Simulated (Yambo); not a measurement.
InAs: optical spectrum by the Bethe-Salpeter equation with PBE

Crystal: InAs.

```
In As
1.0
     0.00000    2.89210    2.89210
     2.89210    0.00000    2.89210
     2.89210    2.89210    0.00000
In As
1 1
Direct
  0.00000 0.00000 0.00000
  0.75000 0.75000 0.75000
```

The cell isn't the ideal one: cell squeezed.

```
Program                                     : Yambo 5.3.0
Task                                        : optical spectrum by the Bethe-Salpeter equation
Functional                                  : PBE
Potentials or basis                         : PseudoDojo 0.4.1 SR PBE standard
Cutoff                                      : 1143 eV
Density cutoff                              : 4572 eV
k mesh                                      : 4 × 4 × 4
Occupations                                 : fixed
Spin                                        : no spin polarisation
k mesh of the self-consistent run           : 8 × 8 × 8
Random integration of the Coulomb term      : yes
Direction of the field or of q to 0         : x
Broadening                                  : 0.1 eV
Kernel                                      : screened exchange
Terms kept                                  : resonant and antiresonant, uncoupled
Solver                                      : diagonalisation
Correction of the levels                    : scissor
Top of the energy range                     : 20 eV
Energy points                               : 200
Scissor shift                               : 0.76 eV
Bands of the transition space (first, last) : [13, 16]
Bands in the response                       : 39
Cutoff of the response matrix               : 5 Ry
Cutoff of exchange and Vxc                  : 20 Ry
```

The band gap on the k mesh, mean-field level is 0.49 eV, direct, the exciton binding energy is 0.01 eV and the lowest exciton energy is 1.24 eV. The lowest bright exciton energy is 1.24 eV.

Dielectric function (along the field direction of the input):
| energy (eV) | real part | imaginary part |
| --- | --- | --- |
| 0.30 | 23.30 | 0.41 |
| 1.31 | -1.88 | 34.18 |
| 2.31 | 27.00 | 3.52 |
| 3.32 | -27.50 | 15.72 |
| 4.42 | 22.39 | 10.39 |
| 5.43 | -16.76 | 5.54 |
| 6.43 | -9.91 | 3.20 |
| 7.54 | -4.74 | 0.54 |
| 8.54 | -1.31 | 4.63 |
| 9.55 | -3.20 | 0.52 |
| 10.65 | -1.64 | 0.08 |
| 11.66 | -1.06 | 0.05 |
| 12.66 | -0.67 | 0.03 |
| 13.77 | -0.37 | 0.02 |
| 14.77 | -0.17 | 0.02 |
| 15.78 | -0.01 | 0.01 |
| 16.88 | 0.13 | 0.01 |
| 17.89 | 0.24 | 0.01 |
| 18.89 | 0.32 | 0.01 |
| 20.00 | 0.40 | 0.01 |

Lowest exciton energies (eV): 1.24, 1.24, 2.96, 2.97, 2.97, 3.01, 3.01, 3.01

Excitons:
```
energy (eV)  strength (relative to the strongest)
      1.243                                  0.22
      1.243                                  0.24
      2.962                                     1
      2.965                                0.0077
      2.966                                  0.24
      3.014                               1.5e-05
      3.015                               1.3e-05
      3.015                               1.2e-08
      3.036                               3.6e-06
      3.036                               2.5e-06
      3.059                               1.3e-08
      3.059                               3.1e-06
```

Wall time 73 s on 1 thread of Intel(R) Xeon(R) 6975P-C (Granite Rapids), on a shared host.

Caveat: the k mesh is coarse (spacing up to 0.47 Å⁻¹), so the values aren't converged; the scissor is the correction of the direct gap in an earlier G0W0 run on the same states; exciton energies and binding change strongly with the k mesh and aren't converged on this one; spectra need much finer meshes, so this one isn't converged; spin-orbit coupling is left out, which moves the levels of the heavy elements. A k mesh can miss the band edges.
